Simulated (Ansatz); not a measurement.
# CsP4: the cost of one run

Method: DFT PBE, scalar-relativistic, plane waves, PAW, in Ansatz 0.2.0.

## 1. The structure to begin with

The structure is tetragonal, space group P4/mmm (No. 123). Conventional cell: a = 5.494 Å, b = 5.494 Å, c = 7.770 Å, α = 90.00°, β = 90.00°, γ = 90.00°. Around Cs (site symmetry 4/mmm) lie 8 P at 3.36 Å. P (site symmetry 2mm) is surrounded by 2 Cs at 3.36 Å.

Coordinates:

```
Cs P
1.0
     5.49411    0.00000    0.00000
     0.00000    5.49411    0.00000
     0.00000    0.00000    7.76984
Cs P
1 4
Direct
  0.00000 0.00000 0.00000
  0.50000 0.00000 0.25000
  0.00000 0.50000 0.75000
  0.50000 0.00000 0.75000
  0.00000 0.50000 0.25000
```

Recipe of the guess: ordered vacancies on the cation sites of fluorite (P4/mmm, No. 123). Lengths come from tabulated atomic sizes and are only a guess.

## 2. A first look at the guess

File input.yaml:

```yaml
crystal:
  lattice:
    - [5.49410967, 0.0, 0.0]
    - [0.0, 5.49410967, 0.0]
    - [0.0, 0.0, 7.76984441]
  atoms:
    - { symbol: Cs, position: [0.0, 0.0, 0.0] }
    - { symbol: P, position: [0.5, 0.0, 0.25] }
    - { symbol: P, position: [0.0, 0.5, 0.75] }
    - { symbol: P, position: [0.5, 0.0, 0.75] }
    - { symbol: P, position: [0.0, 0.5, 0.25] }
basis:
  ecutwfc: 420
kpoints:
  mp_grid: { grid: [4, 4, 2] }
hamiltonian:
  xc: pbe
scf:
  occupations: { method: gaussian, width: 0.1 }
  lower_state_search: "off"
output:
  forces: true
  stress: true
  eigenvalues: true
```

The run is started by

```sh
> ansatz run input.yaml --threads 1 --pin off --max-ram 2048MiB --backend cpu --events-out ev --progress --plain --runs-dir out
```

**Question.** How long does this run take on 1 thread of Arm Neoverse V1, shared host, and how much memory does it need?

About 3.8 s, with a peak of 0.41 GiB.
